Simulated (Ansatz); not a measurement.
RuSe:

```
Ru Se
1.0
     3.18769    0.00000    0.00000
     0.00000    3.18769    0.00000
     0.00000    0.00000    3.18769
Ru Se
1 1
Direct
  0.00000 0.00000 0.00000
  0.50000 0.50000 0.50000
```

The cell comes from a database or a generator and needn't be the stable form of this composition.

| Quantity | Value |
| --- | --- |
| Program | Ansatz 0.2.0 |
| Task | relaxation of cell and atoms |
| Functional | RPBE |
| Potentials or basis | Ansatz PAW |
| Cutoff | 420 eV (not typed: the program's choice for these potentials) |
| k mesh | 8 × 8 × 8 |
| Occupations | fermi-dirac, width 0.05 eV |
| Spin | no spin polarisation |

At the start: volume 16.20 Å³/atom.

Question: How do energy, volume and symmetry change on relaxing?

Answer: It ends after 4 steps and the volume is 15.59 Å³/atom (-3.8 %); space group Pm-3m (No. 221, to 0.05 Å).

The path:
| step | energy change (eV) | largest force (eV/Å) | volume (Å³) |
| --- | --- | --- | --- |
| 1 | 0.0000 | 0.0000 | 32.39 |
| 2 | -0.0225 | 0.0000 | 31.27 |
| 3 | -0.0227 | 0.0000 | 31.18 |
| 4 | -0.0223 | 0.0000 | 31.18 |

Final structure:
```
Ru Se
1.0
     3.14732    0.00000    0.00000
     0.00000    3.14732    0.00000
     0.00000    0.00000    3.14732
Ru Se
1 1
Direct
  0.00000 0.00000 0.00000
  0.50000 0.50000 0.50000
```

Caveat: the plane-wave basis is chosen anew once the cell has moved, so the energies of steps on either side of that aren't comparable; the PAW data sets come from PBE, with cores solved anew for the run's functional, which leaves a small shift of forces and pressure.
